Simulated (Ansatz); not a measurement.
**C2H5AlS: shift of H9 from C3 to S4**

How high is the barrier for the shift of H9 from C3 to S4? Relax the two ends, then run a nudged elastic band between them. SMILES of the start: [AlH2][CH]1CS1.

Program: Ansatz 0.2.0. Level of theory: UKS PBE0-D4/def2-SVP. These are calculated values, not measurements.

**1. The starting structure**

Bond lengths: Al1–C2 1.949 Å, C2–C3 1.446 Å, C2–S4 1.794 Å, C3–S4 1.751 Å, Al1–H5 1.651 Å, Al1–H6 1.592 Å, C2–H7 1.126 Å, C3–H8 1.101 Å, C3–H9 1.121 Å. Angles (14 of 16 angles, heavy atoms first): Al1–C2–C3 115.6°, Al1–C2–S4 113.1°, C3–C2–S4 64.4°, C2–C3–S4 67.5°, C2–S4–C3 48.1°, Al1–C2–H7 123.1°, C3–C2–H7 114.7°, S4–C2–H7 111.1°, C2–Al1–H5 119.4°, C2–Al1–H6 123.4°, C2–C3–H8 117.6°, C2–C3–H9 115.3°, S4–C3–H8 118.8°, S4–C3–H9 114.7°.

Coordinates:

```xyz
9

Al   -0.8323    1.2819    0.3713
C     0.2769    0.0158   -0.6116
C     0.7214   -1.1388    0.1365
S    -0.5690   -1.5214   -0.9834
H    -1.1760    2.7512   -0.2996
H    -1.5245    0.9438    1.7640
H     0.9554    0.3190   -1.4575
H     0.5093   -1.1584    1.2169
H     1.7273   -1.5393   -0.1538
```

**2. Relaxing end A**

Input file input.yaml:

```yaml
crystal:
  periodic: [false, false, false]
  atoms:
    - { symbol: Al, position_ang: [-0.8323, 1.2819, 0.3713] }
    - { symbol: C, position_ang: [0.2769, 0.0158, -0.6116] }
    - { symbol: C, position_ang: [0.7214, -1.1388, 0.1365] }
    - { symbol: S, position_ang: [-0.569, -1.5214, -0.9834] }
    - { symbol: H, position_ang: [-1.176, 2.7512, -0.2996] }
    - { symbol: H, position_ang: [-1.5245, 0.9438, 1.764] }
    - { symbol: H, position_ang: [0.9554, 0.319, -1.4575] }
    - { symbol: H, position_ang: [0.5093, -1.1584, 1.2169] }
    - { symbol: H, position_ang: [1.7273, -1.5393, -0.1538] }
magnetization:
  spin_polarized: true
basis:
  gaussian: { orbitals: def2-SVP }
hamiltonian:
  xc: pbe0
  dispersion: d4
relax:
  f_tol: 0.02
  max_steps: 50
output:
  orbitals: {}
```

Run with:

```console
ansatz run input.yaml --threads 2 --pin off --max-ram 3072MiB --backend cpu --events-out ev --progress --plain --runs-dir out
```

The log of the run, shortened:

```text
Warning: RAYON_NUM_THREADS=2 ignored (pool sized by the plan → 2); use --threads N
[...]
Functional definition: PBE0
[...]
947 factors; integrals over basis functions are off by at most 3.6e-4 eV
[...]
mean field -19569.94207306 eV, -719.1821062018 hartree, gradient 4.8e-5 eV, S^2 0.000000; 0 other end points of the search recorded, 0 dependent functions left out
[...]
reference -19569.94210177 eV, -719.1821072570 hartree; 23, 23 occupied and 66, 66 virtual orbitals, 947 factors
relax step   1: F+E_penalty+E_count = -19570.10853513 eV  Δ(F+E_penalty+E_count) = +0.000e0 eV  max|allowed force component| = 2.151e0 eV/Å  Δτ_max = 0.0000 Å  (27 SCF iters, accepted)
[...]
Atom 1 at     0.638619     0.231917    -0.462352 Å, force    -0.007141    -0.015939    -0.003467 eV/Å
Atom 2 at     0.713916    -1.103423     0.146391 Å, force     0.012707    -0.008616    -0.008889 eV/Å
Atom 3 at    -0.776027    -0.951218    -0.909870 Å, force     0.005926     0.012033     0.008828 eV/Å
Atom 4 at    -1.623652     2.307169    -0.572958 Å, force     0.000051     0.001082    -0.001910 eV/Å
Atom 5 at    -1.171250     0.902671     1.835561 Å, force    -0.000141     0.000755     0.001344 eV/Å
Atom 6 at     1.295387     0.430095    -1.316701 Å, force     0.000456     0.002681     0.004147 eV/Å
Atom 7 at     0.484335    -1.220621     1.212592 Å, force    -0.004679     0.005791    -0.000549 eV/Å
Atom 8 at     1.431982    -1.833839    -0.245051 Å, force     0.001419    -0.001807    -0.000194 eV/Å
Dipole moment:     0.399317    -0.246160    -0.033193 e Å
```

Run time: 36 s. Hardware: 2 threads of Intel Xeon Platinum 8259CL at 2.50GHz (Skylake/Cascade Lake), shared host; peak memory 0.26 GiB.

Step by step:

```csv
step,energy from step 1 (eV),largest force component (eV/Å)
1,0.0000,2.1510
2,-0.2130,0.9436
3,-0.2823,0.4403
4,-0.3865,0.8493
5,-0.4782,1.0791
6,-0.5298,0.2802
7,-0.5347,0.1148
8,-0.5368,0.0454
9,-0.5371,0.0159
```

Step 1 is the start.

After: Bond lengths: Al1–C2 1.969 Å, C2–C3 1.469 Å, Al1–S4 2.461 Å, C2–S4 1.898 Å, C3–S4 1.833 Å, Al1–H5 1.586 Å, Al1–H6 1.590 Å, C2–H7 1.096 Å, C3–H8 1.097 Å, C3–H9 1.097 Å. Angles (14 of 21 angles, heavy atoms first): Al1–C2–C3 108.9°, Al1–C2–S4 79.1°, C3–C2–S4 64.5°, C2–Al1–S4 49.2°, C2–C3–S4 69.2°, Al1–S4–C2 51.8°, Al1–S4–C3 80.4°, C2–S4–C3 46.4°, Al1–C2–H7 133.0°, C3–C2–H7 117.2°, S4–C2–H7 112.1°, C2–Al1–H5 119.2°, C2–Al1–H6 114.6°, S4–Al1–H5 111.6°.

Pairs that crossed the distance rule for bonds on the way: came closer Al1–S4.

**3. Relaxing end B**

The second end starts from a geometry with the move made by hand.

Edit input.yaml of step 2 so:

```diff
@@ -11,3 +11,3 @@
     - { symbol: H, position_ang: [0.5093, -1.1584, 1.2169] }
-    - { symbol: H, position_ang: [1.7273, -1.5393, -0.1538] }
+    - { symbol: H, position_ang: [-0.95291, -2.70894, -1.57226] }
 magnetization:
@@ -22,3 +22 @@
   max_steps: 50
-output:
-  orbitals: {}
```

Run with:

```console
ansatz run input.yaml --threads 2 --pin off --max-ram 3072MiB --backend cpu --events-out ev --progress --plain --runs-dir out
```

The log of the run, shortened:

```text
Warning: RAYON_NUM_THREADS=2 ignored (pool sized by the plan → 2); use --threads N
[...]
[... 1 set-up line as earlier in the session ...]
[...]
949 factors; integrals over basis functions are off by at most 3.7e-4 eV
[...]
mean field -19565.14847185 eV, -719.0059446065 hartree, gradient 4.9e-5 eV, S^2 0.474608; 4 other end points of the search recorded, 0 dependent functions left out
[...]
reference -19565.14850327 eV, -719.0059457611 hartree; 23, 23 occupied and 66, 66 virtual orbitals, 949 factors
[...]
relax step  10: F+E_penalty+E_count = -19569.72005828 eV  Δ(F+E_penalty+E_count) = -1.989e-1 eV  max|allowed force component| = 5.418e-1 eV/Å  Δτ_max = 0.2000 Å  (33 SCF iters, accepted)
[...]
relax step  11: F+E_penalty+E_count = -19569.88836510 eV  Δ(F+E_penalty+E_count) = -1.683e-1 eV  max|allowed force component| = 6.049e-1 eV/Å  Δτ_max = 0.1950 Å  (33 SCF iters, accepted)
[...]
relax step  12: F+E_penalty+E_count = -19570.02916272 eV  Δ(F+E_penalty+E_count) = -1.408e-1 eV  max|allowed force component| = 4.950e-1 eV/Å  Δτ_max = 0.1978 Å  (31 SCF iters, accepted)
[...]
```

**4. The output, continued: end point B relaxed**

The log, continued, shortened:

```text
949 factors; integrals over basis functions are off by at most 5.9e-4 eV
[...]
mean field -19569.97762922 eV, -719.1834128665 hartree, gradient 1.5e-5 eV, S^2 0.000000; 0 other end points of the search recorded, 0 dependent functions left out
[...]
reference -19569.97765893 eV, -719.1834139582 hartree; 23, 23 occupied and 66, 66 virtual orbitals, 949 factors
[...]
Atom 5 at    -0.713978     1.109337     2.097786 Å, force    -0.002141    -0.001340     0.001659 eV/Å
Atom 6 at    -0.152722     0.518755    -1.826499 Å, force     0.001476    -0.002298    -0.001338 eV/Å
Atom 7 at    -0.261770    -1.300864     0.666855 Å, force     0.002287    -0.001804    -0.002840 eV/Å
Atom 8 at     0.130477    -3.317115    -0.579173 Å, force    -0.001094     0.000231    -0.000951 eV/Å
Dipole moment:     0.021533    -0.294325     0.090122 e Å
```

Wall time 81 s (2 threads of Intel Xeon Platinum 8259CL at 2.50GHz (Skylake/Cascade Lake), shared host); peak memory 0.28 GiB.

Relaxation path:

```csv
step,energy from step 1 (eV),largest force component (eV/Å)
1,0.0000,3.4903
2,-1.0837,2.2316
3,-1.4663,2.3250
4,-1.7706,2.1610
5,-2.3928,1.8508
6,-3.1288,2.1771
7,-3.6577,1.7223
8,-3.9549,1.6441
9,-4.2023,0.6437
10,-4.4012,0.5418
11,-4.5695,0.6049
12,-4.7103,0.4950
13,-4.8167,0.4474
14,-4.8876,0.1880
15,-4.9081,0.2638
16x,-4.8887,1.1724
17,-4.9145,0.1008
18,-4.9163,0.0445
19,-4.9164,0.0069
```

Step 1 is the start. 1 step was tried and not accepted (16; marked x where the table lists them).

After: Bond lengths: Al1–C2 1.931 Å, C2–C3 1.350 Å, C3–S4 1.753 Å, Al1–H5 1.590 Å, Al1–H6 1.593 Å, C2–H7 1.099 Å, C3–H8 1.098 Å, S4–H9 1.349 Å. Angles: Al1–C2–C3 118.9°, Al1–C2–H7 123.9°, C3–C2–H7 117.2°, C2–Al1–H5 122.0°, C2–Al1–H6 116.5°, H5–Al1–H6 121.5°, C2–C3–S4 124.2°, C2–C3–H8 121.3°, S4–C3–H8 114.5°, C3–S4–H9 97.3°.

Pairs that crossed the distance rule for bonds on the way: moved apart C2–S4.

**5. The band**

crystal.atoms is end A as relaxed above, and neb.final_atoms is end B, turned to lie on A. With 9 inner images the band has 11 in all. The start path is listed, through a guess of the saddle.

Input file input.yaml:

```yaml
crystal:
  periodic: [false, false, false]
  atoms:
    - { symbol: Al, position_ang: [-0.904812, 1.191049, 0.295188] }
    - { symbol: C, position_ang: [0.638619, 0.231917, -0.462352] }
    - { symbol: C, position_ang: [0.713916, -1.103423, 0.146391] }
    - { symbol: S, position_ang: [-0.776027, -0.951218, -0.90987] }
    - { symbol: H, position_ang: [-1.623652, 2.307169, -0.572958] }
    - { symbol: H, position_ang: [-1.17125, 0.902671, 1.835561] }
    - { symbol: H, position_ang: [1.295387, 0.430095, -1.316701] }
    - { symbol: H, position_ang: [0.484335, -1.220621, 1.212592] }
    - { symbol: H, position_ang: [1.431982, -1.833839, -0.245051] }
magnetization:
  spin_polarized: true
basis:
  gaussian: { orbitals: def2-SVP }
hamiltonian:
  xc: pbe0
  dispersion: d4
neb:
  order_check: false
  images: 9
  f_tol: 0.03
  max_iterations: 28
  final_atoms:
    - { symbol: Al, position_ang: [-0.99067052, 1.59916341, 0.45197097] }
    - { symbol: C, position_ang: [0.06446568, 0.38893868, -0.61998192] }
    - { symbol: C, position_ang: [0.44295822, -0.79290498, -0.08818597] }
    - { symbol: S, position_ang: [1.39902194, -1.99317232, -0.93475408] }
    - { symbol: H, position_ang: [-1.47323124, 3.01075648, -0.09893487] }
    - { symbol: H, position_ang: [-1.35291499, 1.11381889, 1.92587921] }
    - { symbol: H, position_ang: [0.38243043, 0.60163179, -1.65043856] }
    - { symbol: H, position_ang: [0.16175654, -1.07365312, 0.93499031] }
    - { symbol: H, position_ang: [1.45468195, -2.90077884, 0.06225492] }
  initial_path:
    images:
      - { positions_ang: [[-0.904812, 1.191049, 0.295188], [0.638619, 0.231917, -0.462352], [0.713916, -1.103423, 0.146391], [-0.776027, -0.951218, -0.90987], [-1.623652, 2.307169, -0.572958], [-1.17125, 0.902671, 1.835561], [1.295387, 0.430095, -1.316701], [0.484335, -1.220621, 1.212592], [1.431982, -1.833839, -0.245051]] }
      - { positions_ang: [[-0.90643787, 1.21235392, 0.30831203], [0.5889594, 0.21446796, -0.47341868], [0.75706507, -1.06726753, 0.176091], [-0.66973479, -1.05999709, -0.90208399], [-1.57774468, 2.38410144, -0.53474381], [-1.26347847, 0.9067142, 1.81447653], [1.25059686, 0.44421252, -1.32147948], [0.52038138, -1.16311055, 1.24280409], [1.38889109, -1.91767486, -0.32715769]] }
      - { positions_ang: [[-0.90806373, 1.23365883, 0.32143606], [0.53929981, 0.19701892, -0.48448537], [0.80021414, -1.03111207, 0.205791], [-0.56344258, -1.16877618, -0.89429797], [-1.53183736, 2.46103388, -0.49652962], [-1.35570694, 0.9107574, 1.79339205], [1.20580673, 0.45833004, -1.32625796], [0.55642776, -1.10560009, 1.27301618], [1.34580018, -2.00151073, -0.40926437]] }
      - { positions_ang: [[-0.9096896, 1.25496375, 0.3345601], [0.48964021, 0.17956987, -0.49555205], [0.84336321, -0.9949566, 0.23549101], [-0.45715038, -1.27755528, -0.88651196], [-1.48593003, 2.53796632, -0.45831543], [-1.44793542, 0.9148006, 1.77230758], [1.16101659, 0.47244757, -1.33103645], [0.59247414, -1.04808964, 1.30322827], [1.30270927, -2.08534659, -0.49137106]] }
      - { positions_ang: [[-0.91131546, 1.27626866, 0.34768413], [0.43998062, 0.16212083, -0.50661874], [0.88651228, -0.95880114, 0.26519101], [-0.35085817, -1.38633437, -0.87872595], [-1.44002271, 2.61489876, -0.42010124], [-1.54016389, 0.91884381, 1.7512231], [1.11622645, 0.48656509, -1.33581493], [0.62852053, -0.99057919, 1.33344036], [1.25961836, -2.16918246, -0.57347774]] }
      - { positions_ang: [[-0.91294133, 1.29757358, 0.36080816], [0.39032102, 0.14467179, -0.51768542], [0.92966135, -0.92264567, 0.29489101], [-0.24456596, -1.49511346, -0.87093993], [-1.39411539, 2.6918312, -0.38188705], [-1.63239236, 0.92288701, 1.73013863], [1.07143631, 0.50068261, -1.34059341], [0.66456691, -0.93306873, 1.36365245], [1.21652744, -2.25301832, -0.65558443]] }
      - { positions_ang: [[-0.92848717, 1.35789154, 0.37904072], [0.32514995, 0.19352517, -0.53814472], [0.83232072, -0.89669754, 0.21827561], [0.08415162, -1.59472523, -0.88370276], [-1.40993856, 2.75561626, -0.32529662], [-1.57649689, 0.96107338, 1.76928675], [0.93363514, 0.52087245, -1.40256244], [0.56400483, -0.96118561, 1.27792003], [1.26415835, -2.38257043, -0.51201656]] }
      - { positions_ang: [[-0.94403301, 1.41820951, 0.39727328], [0.25997889, 0.24237855, -0.55860402], [0.7349801, -0.8707494, 0.14166022], [0.4128692, -1.694337, -0.89646559], [-1.42576173, 2.81940131, -0.26870618], [-1.52060141, 0.99925976, 1.80843486], [0.79583396, 0.54106228, -1.46453147], [0.46344276, -0.98930249, 1.1921876], [1.31178925, -2.51212253, -0.36844869]] }
      - { positions_ang: [[-0.95957885, 1.47852747, 0.41550584], [0.19480782, 0.29123192, -0.57906332], [0.63763947, -0.84480126, 0.06504482], [0.74158678, -1.79394877, -0.90922842], [-1.4415849, 2.88318637, -0.21211575], [-1.46470594, 1.03744614, 1.84758298], [0.65803278, 0.56125212, -1.5265005], [0.36288068, -1.01741936, 1.10645517], [1.35942015, -2.64167463, -0.22488082]] }
      - { positions_ang: [[-0.97512469, 1.53884544, 0.4337384], [0.12963675, 0.3400853, -0.59952262], [0.54029884, -0.81885312, -0.01157057], [1.07030436, -1.89356054, -0.92199125], [-1.45740807, 2.94697143, -0.15552531], [-1.40881047, 1.07563252, 1.88673109], [0.52023161, 0.58144196, -1.58846953], [0.26231861, -1.04553624, 1.02072274], [1.40705105, -2.77122673, -0.08131295]] }
      - { positions_ang: [[-0.99067052, 1.59916341, 0.45197097], [0.06446568, 0.38893868, -0.61998192], [0.44295822, -0.79290498, -0.08818597], [1.39902194, -1.99317232, -0.93475408], [-1.47323124, 3.01075648, -0.09893487], [-1.35291499, 1.11381889, 1.92587921], [0.38243043, 0.60163179, -1.65043856], [0.16175654, -1.07365312, 0.93499031], [1.45468195, -2.90077884, 0.06225492]] }
```

Run with:

```console
ansatz run input.yaml --threads 2 --pin off --max-ram 3072MiB --backend cpu --events-out ev --progress --plain --runs-dir out
```

The log of the run:

```text
Warning: RAYON_NUM_THREADS=2 ignored (pool sized by the plan → 2); use --threads N
Engine: ansatz 0.2.0, x86_64-unknown-linux-gnu
[... 1 set-up line as earlier in the session ...]
  parameter a = 0.25
  parameter kappa = 0.804
  parameter beta = 0.06672455060314922
  exchange = (1 - a)*pbe_x(kappa = kappa, mu = beta*pi^2/3) + a*exact_x
  correlation = pbe_c(beta = beta)
946 factors; integrals over basis functions are off by at most 3.6e-4 eV
mean field evaluation 1: about -19565.4368 eV, gradient 3.1e1 eV
mean field evaluation 2: about -19558.0316 eV, gradient 4.7e1 eV
mean field evaluation 4: about -19570.4377 eV, gradient 1.6e0 eV
mean field evaluation 8: about -19570.4723 eV, gradient 8.1e-2 eV
mean field evaluation 16: about -19570.4723 eV, gradient 4.6e-5 eV
mean field -19570.47233045 eV, -719.2015928014 hartree, gradient 4.6e-5 eV, S^2 0.000000; 0 other end points of the search recorded, 0 dependent functions left out
[... 3 lines left out ...]
mean field -19570.07617104 eV, -719.1870342118 hartree, gradient 6.8e-5 eV, S^2 0.000000; 0 other end points of the search recorded, 0 dependent functions left out
[... 2 lines left out ...]
NEB end point (image 0): max|allowed force component| = 1.583e-2 eV/Å (the criterion of neb.relax_end_points is 1.000e-2)
NEB end point (image 10): max|allowed force component| = 8.391e-3 eV/Å (the criterion of neb.relax_end_points is 1.000e-2)
[... 2 lines left out ...]
mean field -19570.17727700 eV, -719.1907497873 hartree, gradient 4.7e-5 eV, S^2 0.000000; 0 other end points of the search recorded, 0 dependent functions left out
[... 3 lines left out ...]
mean field -19569.35369827 eV, -719.1604838270 hartree, gradient 4.5e-5 eV, S^2 0.000000; 0 other end points of the search recorded, 0 dependent functions left out
[... 4 lines left out ...]
mean field -19568.19860039 eV, -719.1180347631 hartree, gradient 5.8e-5 eV, S^2 0.000000; 0 other end points of the search recorded, 0 dependent functions left out
[... 4 lines left out ...]
mean field -19567.00591468 eV, -719.0742043715 hartree, gradient 1.9e-5 eV, S^2 0.000000; 0 other end points of the search recorded, 0 dependent functions left out
[... 3 lines left out ...]
mean field -19566.09869703 eV, -719.0408647379 hartree, gradient 6.5e-5 eV, S^2 0.000000; 1 other end points of the search recorded, 0 dependent functions left out
[... 6 lines left out ...]
mean field -19563.66875799 eV, -718.9515661251 hartree, gradient 3.1e-5 eV, S^2 0.899860; 6 other end points of the search recorded, 0 dependent functions left out
[... 3 lines left out ...]
mean field -19563.25280876 eV, -718.9362802728 hartree, gradient 2.5e-5 eV, S^2 0.000000; 1 other end points of the search recorded, 0 dependent functions left out
[... 4 lines left out ...]
mean field -19565.21296877 eV, -719.0083148247 hartree, gradient 3.7e-5 eV, S^2 0.000000; 1 other end points of the search recorded, 0 dependent functions left out
[...]
NEB iter   1: max|band force component| = 1.818e1 eV/Å  barrier→ = 7.2257 eV  barrier← = 6.8153 eV  Δτ_max = 0.2000 Å  (457 SCF iters)
NEB iter   2: max|band force component| = 8.462e0 eV/Å  barrier→ = 4.8643 eV  barrier← = 4.4539 eV  Δτ_max = 0.1975 Å  (316 SCF iters)
[... from here on, the SCF cycles and remarks between the steps are left out, and one step in 2 is shown ...]
NEB iter   4: max|band force component| = 8.034e0 eV/Å  barrier→ = 4.7919 eV  barrier← = 4.3815 eV  Δτ_max = 0.1011 Å  (301 SCF iters)
NEB iter   6: max|band force component| = 1.110e0 eV/Å  barrier→ = 3.7749 eV  barrier← = 3.3645 eV  Δτ_max = 0.2000 Å  (284 SCF iters)
NEB iter   8: max|band force component| = 8.730e-1 eV/Å  barrier→ = 3.6746 eV  barrier← = 3.2642 eV  Δτ_max = 0.0999 Å  (288 SCF iters)
NEB iter  10: max|band force component| = 6.007e-1 eV/Å  barrier→ = 3.5087 eV  barrier← = 3.0983 eV  Δτ_max = 0.1000 Å  (286 SCF iters)
NEB iter  12: max|band force component| = 1.031e0 eV/Å  barrier→ = 3.5759 eV  barrier← = 3.1656 eV  CI = image 3  Δτ_max = 0.1979 Å  (287 SCF iters)
NEB iter  14: max|band force component| = 6.661e-1 eV/Å  barrier→ = 3.6448 eV  barrier← = 3.2345 eV  CI = image 3  Δτ_max = 0.1008 Å  (282 SCF iters)
NEB iter  16: max|band force component| = 2.799e-1 eV/Å  barrier→ = 3.6175 eV  barrier← = 3.2071 eV  CI = image 3  Δτ_max = 0.1093 Å  (280 SCF iters)
NEB iter  18: max|band force component| = 2.420e-1 eV/Å  barrier→ = 3.6085 eV  barrier← = 3.1981 eV  CI = image 3  Δτ_max = 0.0537 Å  (278 SCF iters)
NEB iter  20: max|band force component| = 1.160e-1 eV/Å  barrier→ = 3.6031 eV  barrier← = 3.1927 eV  CI = image 3  Δτ_max = 0.0536 Å  (275 SCF iters)
NEB iter  22: max|band force component| = 9.308e-2 eV/Å  barrier→ = 3.5987 eV  barrier← = 3.1883 eV  CI = image 3  Δτ_max = 0.0536 Å  (267 SCF iters)
NEB iter  24: max|band force component| = 6.666e-2 eV/Å  barrier→ = 3.5960 eV  barrier← = 3.1856 eV  CI = image 3  Δτ_max = 0.0848 Å  (257 SCF iters)
NEB iter  26: max|band force component| = 6.211e-2 eV/Å  barrier→ = 3.5911 eV  barrier← = 3.1808 eV  CI = image 3  Δτ_max = 0.0505 Å  (261 SCF iters)
NEB iter  28: max|band force component| = 1.029e-1 eV/Å  barrier→ = 3.5892 eV  barrier← = 3.1788 eV  CI = image 3  Δτ_max = 0.0252 Å  (260 SCF iters)
[...]
this run last wrote the band of iteration 28 to <dir>
Error: NEB band did not converge after 28 iterations: max|band force component| = 1.03e-1 eV/Å (threshold 3.0e-2); raise `neb.max_iterations` in a new run, which can start from the last band evaluated (`neb.initial_path`, with `crystal.atoms` and `neb.final_atoms` set to its first and last images), add images, or start from endpoints closer to local minima. Where this run's directory can be resumed (`checkpoint.write`), a resume goes on for up to `neb.max_iterations` more; to start a new run from the last band, take its images' positions from the `neb_iteration` event of iteration 28 (`data.images[].positions_ang`), in the event stream of the run that computed that iteration (not this run's, if it was resumed behind it). With `checkpoint.write`, `steps/00-neb/state/checkpoint.json` in the run directory holds the last saved band, under `neb.evaluated.images[].positions_ang` (a band under a hybrid functional on support functions is neither saved nor resumed: `neb.initial_path` says where its path is): check the last entry of `neb.iterations` there, which is earlier than 28 if that iteration was not saved or its write failed. If the band's step has no `state` directory and holds `state.next`, a write was cut short, and the file is under `state.next` instead (behind a loss of power it can be under `state.prev`)
this run wrote the band of iteration 28 to <dir> as well, whether or not its events were kept: a new run's `neb.initial_path` can list its `images[].positions_ang`
a run's events are kept only if it was started with --events-out <file>, and are in that file
```

Wall time 13 min (2 threads of Intel Xeon Platinum 8259CL at 2.50GHz (Skylake/Cascade Lake), shared host); peak memory 0.3 GiB.

[end of part 1 of 2]
